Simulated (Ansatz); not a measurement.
# GeH₈InN₂PSiTe: one species, many methods

The task here is to estimate one member of a computed series from the others.

Computed with Ansatz 0.2.0, Gaussian basis. Level: functionals in def2-TZVPP, the program's frozen cores in correlated methods.

The runs, in order: LDA (SPW92), PBE-D4, revPBE-D4, BLYP-D4, r2SCAN-D4, B97M-V, PBE0-D4, B3LYP-D4, r2SCANh-D4, r2SCAN0-D4, HSE06-D4, BHLYP-D4, CAM-B3LYP-D4, LC-ωPBE, ωB97X-V, ωB97M-V, B2PLYP, PBE-QIDH; CCSD(T)/def2-SVP; MP2/def2-TZVPP; MP2/def2-QZVPP; RPA on PBE.

2 further runs of the same task are left out: 1 for a known fault of the program, 1 that didn't finish.

**The relaxed structure**

An earlier PBE0-D4 in a triple-zeta def2 set relaxation fixed the geometry. In, Te take the def2 core potential; no spin-orbit term is included.

SMILES `[NH2][In]([NH2])[Te][SiH]1[PH][GeH2]1`, 15 atoms, charge 0, spin multiplicity 1.

Atoms are counted from 1 here; the program's logs count them from 0.

Bond lengths: N1–In2 2.020 Å, N1–H8 1.010 Å, N1–H9 1.010 Å, In2–N3 2.023 Å, In2–Te4 2.692 Å, N3–H10 1.011 Å, N3–H11 1.010 Å, Te4–Si5 2.477 Å, Si5–P6 2.263 Å, Si5–Ge7 2.313 Å, Si5–H12 1.485 Å, P6–Ge7 2.387 Å, P6–H13 1.425 Å, Ge7–H14 1.532 Å, Ge7–H15 1.532 Å. Angles: In2–N1–H8 116.9°, In2–N1–H9 116.8°, H8–N1–H9 108.9°, N1–In2–N3 118.7°, N1–In2–Te4 117.1°, N3–In2–Te4 124.2°, In2–N3–H10 115.3°, In2–N3–H11 116.4°, H10–N3–H11 108.5°, In2–Te4–Si5 96.6°, Te4–Si5–P6 125.9°, Te4–Si5–Ge7 129.5°, Te4–Si5–H12 107.3°, P6–Si5–Ge7 62.9°, P6–Si5–H12 111.5°, Ge7–Si5–H12 113.6°, Si5–P6–Ge7 59.6°, Si5–P6–H13 92.2° and more.

Set-up of the first run:

Input file in.yaml:

```yaml
crystal:
  periodic: [false, false, false]
  atoms:
    - {symbol: N, position_ang: [-2.852765, 0.376393, 2.510031]}
    - {symbol: In, position_ang: [-1.358693, 0.039039, 1.192476]}
    - {symbol: N, position_ang: [0.453264, 0.868191, 1.543865]}
    - {symbol: Te, position_ang: [-1.928584, -1.500562, -0.941382]}
    - {symbol: Si, position_ang: [0.102069, -0.943596, -2.246596]}
    - {symbol: P, position_ang: [1.106166, 1.082445, -2.340421]}
    - {symbol: Ge, position_ang: [2.307139, -0.827381, -1.559353]}
    - {symbol: H, position_ang: [-2.771175, 1.197045, 3.093513]}
    - {symbol: H, position_ang: [-3.795597, 0.320618, 2.153404]}
    - {symbol: H, position_ang: [0.616652, 1.161470, 2.497829]}
    - {symbol: H, position_ang: [1.256565, 0.343086, 1.227919]}
    - {symbol: H, position_ang: [-0.069463, -1.529700, -3.599848]}
    - {symbol: H, position_ang: [0.753070, 1.382142, -0.992654]}
    - {symbol: H, position_ang: [2.703585, -0.728661, -0.082331]}
    - {symbol: H, position_ang: [3.477757, -1.240540, -2.456441]}
basis:
  gaussian: {orbitals: def2-TZVPP}
hamiltonian: {xc: lda}
output: {orbitals: {seedname: orbitals}}
```

Run with:

```
ansatz run in.yaml --threads 4 --pin off --events-out ev --progress --plain --max-ram 66560MiB --backend cuda --devices 0, --max-vram 37GiB
```

Steps of the session up to this table: LDA; PBE-D4 (GGA); revPBE-D4 (GGA); BLYP-D4 (GGA); r2SCAN-D4 (meta-GGA); B97M-V (meta-GGA); PBE0-D4 (hybrid); B3LYP-D4 (hybrid); r2SCANh-D4 (hybrid); r2SCAN0-D4 (hybrid); HSE06-D4 (hybrid); BHLYP-D4 (hybrid); CAM-B3LYP-D4 (range-separated); LC-ωPBE (range-separated); ωB97X-V (range-separated); ωB97M-V (range-separated); B2PLYP (double hybrid); PBE-QIDH (double hybrid).

One of the session's tables, all rows but one given; the rest of the session is left out.

It belongs to the step «Frontier levels by functional». 

| functional | HOMO (eV) | LUMO (eV) | gap (eV) |
| --- | --- | --- | --- |
| LDA (SPW92) | -5.35 | -2.43 | 2.92 |
| PBE-D4 | -5.20 | -2.18 | 3.02 |
| revPBE-D4 | -5.15 | -2.08 | 3.07 |
| BLYP-D4 | -5.02 | -2.10 | 2.93 |
| r2SCAN-D4 | -5.42 | -2.02 | 3.40 |
| B97M-V | -5.43 | -2.03 | 3.40 |
| PBE0-D4 | -6.13 | -1.41 | 4.72 |
| B3LYP-D4 | -5.92 | -1.63 | 4.30 |
| r2SCANh-D4 | -5.76 | -1.75 | 4.01 |
| r2SCAN0-D4 | -6.27 | -1.34 | 4.93 |
| HSE06-D4 | ? | ? | ? |
| BHLYP-D4 | -6.89 | -0.55 | 6.34 |
| CAM-B3LYP-D4 | -7.22 | -0.44 | 6.79 |
| LC-ωPBE | -8.43 | 0.63 | 9.06 |
| ωB97X-V | -8.15 | 0.52 | 8.67 |
| ωB97M-V | -8.00 | 0.32 | 8.32 |

**Question.** Estimate the row for HSE06-D4.

The run gave: HOMO (eV): -5.75; LUMO (eV): -1.77; gap (eV): 3.98. In the column «HOMO (eV)» it lies between r2SCANh-D4 (-5.76) and B97M-V (-5.43).
